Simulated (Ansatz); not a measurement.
# FH2SeSi: rigid scan of one bond length from a Python script

How does the energy of FH2SeSi change as one bond is stretched? A script is to give a rigid scan of one bond length; the system is FH2SeSi.

All numbers are computed with Ansatz 0.2.0, driven from Python. Level of theory: PBE0+D4/def2-SVP.

**1. The structure**

Bond lengths: F1–Si2 1.727 Å, Si2–Se3 2.256 Å, Si2–H4 1.451 Å, Se3–H5 1.523 Å. Angles: F1–Si2–Se3 108.5°, F1–Si2–H4 110.1°, Se3–Si2–H4 106.3°, Si2–Se3–H5 92.1°.

The script holds or builds the structure itself.

**2. The code**

Input file fh2sesi_scan.py:

```python
"""Potential curve of FH2SeSi along one bond."""

import ansatz as az
import matplotlib.pyplot as plt
import numpy as np

GEOMETRY = """
F    -0.62910   -1.54740    1.39650
Si   -0.67570   -0.22640    0.28480
Se    1.37810    0.70350    0.19330
H    -0.96220   -0.71140   -1.05240
H     0.93880    1.70800   -0.86360
"""

geometry = az.Crystal.molecule()
for line in GEOMETRY.strip().splitlines():
    symbol, *xyz = line.split()
    geometry = geometry.atom(symbol, [float(v) for v in xyz])

symbols = [site.symbol for site in geometry.cartesian_sites]
start = np.array([site.position_ang for site in geometry.cartesian_sites])
axis = (start[2] - start[1]) / np.linalg.norm(start[2] - start[1])
moving = [2, 4]
lengths, energies = [1.986, 2.076, 2.166, 2.256, 2.347, 2.437, 2.527, 2.663], []
for length in lengths:
    xyz = start.copy()
    xyz[moving] += (length - np.linalg.norm(start[2] - start[1])) * axis
    point = az.Crystal.molecule()
    for symbol, place in zip(symbols, xyz):
        point = point.atom(symbol, place.tolist())
    base = (
        point.calculation()
        .basis(gaussian="def2-SVP")
        .functional("pbe0", dispersion="d4")
        .spin("collinear", total=1)
    )
    data = base.run(threads=1).report
    energies.append(data["free_energy_ev"])
    print(f"r = {length:6.3f} A  E = {energies[-1]:.5f} eV  <S^2> = {abs(data['mean_field']['state']['spin_squared']):.3f}")

# quartic fit about the minimum
fit = np.polynomial.Polynomial.fit(lengths, np.array(energies) - min(energies), 4).convert()
roots = [r.real for r in fit.deriv().roots() if abs(r.imag) < 1e-9 and fit.deriv(2)(r.real) > 0]
r_e = min(roots, key=lambda r: abs(r - lengths[int(np.argmin(energies))]))
print(f"minimum of the fit at {r_e:.4f} A, force constant {fit.deriv(2)(r_e):.2f} eV/A^2")
plt.figure(figsize=(4.5, 3))
plt.plot(lengths, np.array(energies) - min(energies), "o-")
plt.xlabel("bond length (A)")
plt.ylabel("E - E(min) (eV)")
plt.tight_layout()
plt.savefig("scan.png", dpi=100)
```

**3. The input behind the calls**

The package turns the script's settings into the engine's input (first run):

```yaml
crystal:
  periodic: [false, false, false]
  atoms:
    - { symbol: F, position_ang: [-0.6291, -1.5474, 1.3965] }
    - { symbol: Si, position_ang: [-0.6757, -0.2264, 0.2848] }
    - { symbol: Se, position_ang: [1.1320074084338145, 0.5920765406089221, 0.20426380958628199] }
    - { symbol: H, position_ang: [-0.9622, -0.7114, -1.0524] }
    - { symbol: H, position_ang: [0.6927074084338145, 1.596576540608922, -0.8526361904137181] }
basis:
  gaussian:
    orbitals: def2-SVP
hamiltonian:
  xc: pbe0
  dispersion: d4
magnetization:
  spin_polarized: true
  initial_magnetization: 1.0
```

**4. Running it**

Launch:

```sh
$ python fh2sesi_scan.py
```

Without the output at hand: what should come out? Wanted: range of energy; lowest point, distance.

**Answer**, as computed:

```
                        quantity     value
bond length at the fit's minimum  2.2807 Å
                   runs compared         8
                 range of energy  0.874 eV
      lowest point, distance (Å)      2.26
```

**Reading.** The lowest point, at 2.26, lies inside the range. The ends stand 0.874 and 0.566 eV above it. The distance scanned is the script's pair 1, 2. What to keep in mind:
- The rest of the molecule is held rigid at a force-field or estimated start geometry, and the basis set is modest; single-reference methods fail as a bond breaks.
- The species is open-shell (spin multiplicity 2).
